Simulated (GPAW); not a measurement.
The system is Ir3Rh.

```xyz
4
Lattice="3.8403 0.0000 0.0000 0.0000 3.8403 0.0000 0.0000 0.0000 3.8403" Properties=species:S:1:pos:R:3 pbc="T T T"
Ir    1.9202    1.9202    0.0000
Ir    0.0000    1.9202    1.9202
Ir    1.9202    0.0000    1.9202
Rh    0.0000    0.0000    0.0000
```

The cell comes from a database or a generator and needn't be the stable form of this composition.

* Program: GPAW 26.7.0
* Task: relaxation of cell and atoms
* Functional: PBEsol
* Dispersion: D3(BJ)
* Potentials or basis: PAW data sets generated in the run's folder for this functional
* Cutoff: 600 eV
* Basis: pw
* k mesh: 7 × 7 × 7
* Occupations: fermi-dirac, width 0.05 eV
* Spin: no spin polarisation

At the start: pressure -14.1 GPa; volume 14.16 Å³/atom.

Problem. How do energy, volume and symmetry change on relaxing?

Solution. Over 4 steps the energy falls by 25.5 meV/atom and the volume is 13.60 Å³/atom (-3.9 %); space group Pm-3m (No. 221, to 0.05 Å).

Step by step:
| step | energy change (eV) | largest force (eV/Å) | pressure (GPa) | volume (Å³) |
| --- | --- | --- | --- | --- |
| 1 | 0.0000 | 0.0000 | -14.12 | 56.64 |
| 2 | -0.0559 | 0.0000 | -9.76 | 55.89 |
| 3 | -0.1016 | 0.0000 | 0.68 | 54.31 |
| 4 | -0.1018 | 0.0000 | -0.03 | 54.40 |

Final structure:
```
CELL_PARAMETERS angstrom
3.78919 0.00000 0.00000
0.00000 3.78919 0.00000
0.00000 0.00000 3.78919
ATOMIC_POSITIONS crystal
Ir 0.50000 0.50000 0.00000
Ir 0.00000 0.50000 0.50000
Ir 0.50000 0.00000 0.50000
Rh 0.00000 0.00000 0.00000
```

Caveat: later steps reuse the first step's grids; pairwise dispersion overbinds metals, which lowers pressure and volume.
